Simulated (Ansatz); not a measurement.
# C3H5BrO: a ladder of functionals and wavefunction methods

One table from this session's results is given with a row withheld; the runs are named, their logs left out.

Program: Ansatz 0.2.0, Gaussian basis. Level of theory: functionals in def2-TZVPP, the program's frozen cores in correlated methods. These are calculated values, not measurements.

The runs, in order: PBE-D4, r2SCAN-D4, PBE0-D4, B3LYP-D4, ωB97X-V, ωB97M-V, B2PLYP; CCSD(T)/def2-TZVPP; MP2/def2-QZVPP; extrapolation to the limit.

### The geometry

The geometry comes from an earlier relaxation with PBE0-D4 in a triple-zeta def2 set; it is a stationary point, not always the lowest conformer.

SMILES `O=CCCBr`, 10 atoms, charge 0, spin multiplicity 1.

Atoms are counted from 1 here; the program's logs count them from 0.

Bond lengths: O1–C2 1.197 Å, C2–C3 1.507 Å, C2–H6 1.113 Å, C3–C4 1.507 Å, C3–H7 1.091 Å, C3–H8 1.100 Å, C4–Br5 1.947 Å, C4–H9 1.089 Å, C4–H10 1.087 Å. Angles: O1–C2–C3 124.2°, O1–C2–H6 120.8°, C3–C2–H6 115.0°, C2–C3–C4 113.2°, C2–C3–H7 109.2°, C2–C3–H8 106.4°, C4–C3–H7 112.3°, C4–C3–H8 108.1°, H7–C3–H8 107.3°, C3–C4–Br5 111.1°, C3–C4–H9 112.1°, C3–C4–H10 112.2°, Br5–C4–H9 105.7°, Br5–C4–H10 106.1°, H9–C4–H10 109.2°.

Set-up of the first run:

in.yaml reads:

```yaml
crystal:
  periodic: [false, false, false]
  atoms:
    - {symbol: O, position_ang: [-0.969940, -0.542023, 2.198124]}
    - {symbol: C, position_ang: [-0.903914, -0.277322, 1.032643]}
    - {symbol: C, position_ang: [0.296727, -0.560319, 0.167500]}
    - {symbol: C, position_ang: [0.457589, 0.423242, -0.963322]}
    - {symbol: Br, position_ang: [0.785229, 2.220072, -0.288673]}
    - {symbol: H, position_ang: [-1.768151, 0.181720, 0.501587]}
    - {symbol: H, position_ang: [1.186130, -0.617705, 0.796914]}
    - {symbol: H, position_ang: [0.137821, -1.558461, -0.267001]}
    - {symbol: H, position_ang: [-0.442018, 0.497712, -1.573200]}
    - {symbol: H, position_ang: [1.303625, 0.181784, -1.601573]}
basis:
  gaussian: {orbitals: def2-TZVPP}
hamiltonian: {xc: pbe, dispersion: d4}
output: {forces: true, orbitals: {seedname: orbitals}}
```

On the command line:

```
$ ansatz run in.yaml --threads 4 --pin off --events-out ev --progress --plain --max-ram 10444MiB
```

Among the steps run: PBE-D4 (GGA); r2SCAN-D4 (meta-GGA); PBE0-D4 (hybrid); B3LYP-D4 (hybrid); ωB97X-V (range-separated); ωB97M-V (range-separated); B2PLYP (double hybrid); CCSD(T) in def2-TZVPP; MP2 in def2-QZVPP.

One of the session's tables, all rows but one given; the rest of the session is left out.

| method | atomisation energy (kJ/mol) |
| --- | --- |
| PBE-D4 | 4047.3 |
| r2SCAN-D4 | 3940.7 |
| PBE0-D4 | 3955.0 |
| B3LYP-D4 | 3916.8 |
| ωB97X-V | ? |
| ωB97M-V | 3928.4 |
| B2PLYP | 3883.7 |
| HF/def2-TZVPP | 2812.8 |
| MP2/def2-TZVPP | 3915.6 |
| CCSD/def2-TZVPP | 3756.5 |
| CCSD(T)/def2-TZVPP | 3825.9 |
| MP2/CBS | 4015.8 |
| CCSD(T)/CBS | 3926.2 |

Estimate the missing values for ωB97X-V.

As computed: atomisation energy (kJ/mol): 3925.7. In the column «atomisation energy (kJ/mol)» it lies between B3LYP-D4 (3916.8) and CCSD(T)/CBS (3926.2).

Caveats from the session: Free atoms (1 O, 3 C, 1 Br, 5 H) were run apart at each level; the atomisation energy is their sum less the molecule, without zero-point or spin-orbit terms.
